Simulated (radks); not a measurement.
**Te⁸⁺ in [Kr] 4d8: an all-electron calculation**

Aim: the levels, the sizes of the orbitals and the parts of the energy of the tellurium ion Te8+.

The numbers are computed with radks (a radial shooting solver on a logarithmic mesh, Libxc functionals) version 1 (Dirac Kohn-Sham, PBE, spin-unpolarised, spherical densities, finite nucleus; open shells are shared between the two j in proportion to 2j + 1), except any that are marked as measured or tabulated.

### Step 1. The system

```
element            : tellurium (Z = 52)
charge             : +8
electrons          : 44
configuration      : [Kr] 4d8
nuclear rms radius : 4.7423 fm
```

The outer shells:

Te⁸⁺
```
[Kr] core
4d [↑↓][↑↓][↑↓][↑ ][↑ ]
```

### Step 2. Self-consistent calculation

Settings of this run:

```text
Z 52
configuration [Kr] 4d8
relativity Dirac
functional pbe,pbe
spin unpolarised
j_filling average
nucleus finite rms 4.7423 fm
c 137.035999084
```

The run is started by

```bash
$ python run_ks.py task.json out
```

This one command runs every case of the session in turn.

Q: Predict the outcome of this run.

The runs gave:

```
                        quantity                    value
                    total energy      -6778.47671 hartree
exchange-correlation share of it                   2.54 %
                            −T/E                   1.0576
          highest occupied level        4d5/2, -157.84 eV
    most extended occupied level  4d5/2, <r> = 0.904 bohr
 radius at density 0.001 e/bohr³                2.28 bohr
    maxima of the radial density                        4
         ionisation energy, NIST          167 (theory) eV
```

What this shows: The radial density shows 4 maxima for 4 occupied principal shells. −T/E is 1.058: with relativity the kinetic term as defined here no longer equals −E. Minus the highest eigenvalue, 157.84 eV, is 95 % of the tabulated ionisation energy (167 eV). Spin polarisation and multiplet splitting are left out. Sharing an open shell by 2j + 1 raises it above the true ground level by a part of the spin-orbit splitting, which enters the differences from NIST.
